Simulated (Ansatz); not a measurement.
# SiC (Moissanite 6H): the cost of one run

Method: DFT r2SCAN, scalar-relativistic, plane waves, PAW, in Ansatz 0.2.0.

The COD entry's cell or inner coordinates are ideal or old and differ from later refinements, so a difference from it is no clean test against experiment.

## Step 1: The system as given

Symmetry: P6_3mc, No. 186, hexagonal system. The conventional cell has a = 3.078 Å, b = 3.078 Å, c = 15.106 Å, α = 90.00°, β = 90.00°, γ = 120.00°. Si (site symmetry 3m) has 4 C at 1.89 Å as nearest neighbours. Si (site symmetry 3m) is surrounded by 4 C at 1.88 to 1.89 Å. Around C (site symmetry 3m) lie 4 Si at 1.88 to 1.89 Å. Around C (site symmetry 3m) lie 4 Si at 1.89 Å.

Coordinates:

```xyz
12
Lattice="3.0785 0.0000 0.0000 -1.5392 2.6660 0.0000 0.0000 0.0000 15.1065" Properties=species:S:1:pos:R:3 pbc="T T T"
Si    0.0000    0.0000    1.8888
Si    0.0000    0.0000    9.4421
Si    0.0000    1.7774    4.4083
Si    1.5392    0.8887   11.9616
Si    0.0000    1.7774   14.4765
Si    1.5392    0.8887    6.9233
C     0.0000    0.0000   -0.0047
C     0.0000    0.0000    7.5485
C     0.0000    1.7774    2.5205
C     1.5392    0.8887   10.0737
C     0.0000    1.7774   12.5885
C     1.5392    0.8887    5.0352
```

It is the result of an earlier relaxation at this level (volume 10.33 Å³/atom; gap on the mesh: 2.39 eV).

## Step 2: Volume × 0.97

input.yaml reads:

```yaml
crystal:
  lattice:
    - [3.0473853494, 0.0, 0.0]
    - [-1.5236926747, 2.6391131277, 0.0]
    - [0.0, 0.0, 14.9538713394]
  atoms:
    - { symbol: Si, position: [0.0, 0.0, 0.1250355593] }
    - { symbol: Si, position: [0.0, 0.0, 0.6250355593] }
    - { symbol: Si, position: [0.3333333333, 0.6666666667, 0.2918164361] }
    - { symbol: Si, position: [0.6666666667, 0.3333333333, 0.7918164361] }
    - { symbol: Si, position: [0.3333333333, 0.6666666667, 0.9583009458] }
    - { symbol: Si, position: [0.6666666667, 0.3333333333, 0.4583009458] }
    - { symbol: C, position: [0.0, 0.0, -0.0003142766] }
    - { symbol: C, position: [0.0, 0.0, 0.4996857234] }
    - { symbol: C, position: [0.3333333333, 0.6666666667, 0.1668458293] }
    - { symbol: C, position: [0.6666666667, 0.3333333333, 0.6668458293] }
    - { symbol: C, position: [0.3333333333, 0.6666666667, 0.8333155061] }
    - { symbol: C, position: [0.6666666667, 0.3333333333, 0.3333155061] }
basis:
  ecutwfc: 500
kpoints:
  mp_grid: { grid: [12, 12, 2] }
hamiltonian:
  xc: r2scan
scf:
  occupations: { method: gaussian, width: 0.02 }
output:
  forces: true
  stress: true
  eigenvalues: true
relax:
  adjacent_minimum: "off"
  f_tol: 0.01
  max_steps: 30
  cell: { stress_tol: 0.1, fix: [volume] }
```

Run with:

```
ansatz run input.yaml --threads 4 --pin off --max-ram 10240MiB --backend cpu --events-out ev --progress --plain --runs-dir out
```

What time and memory should one allow on 4 threads of Arm Neoverse V1, shared host?

About 17 s, with a peak of 0.71 GiB.
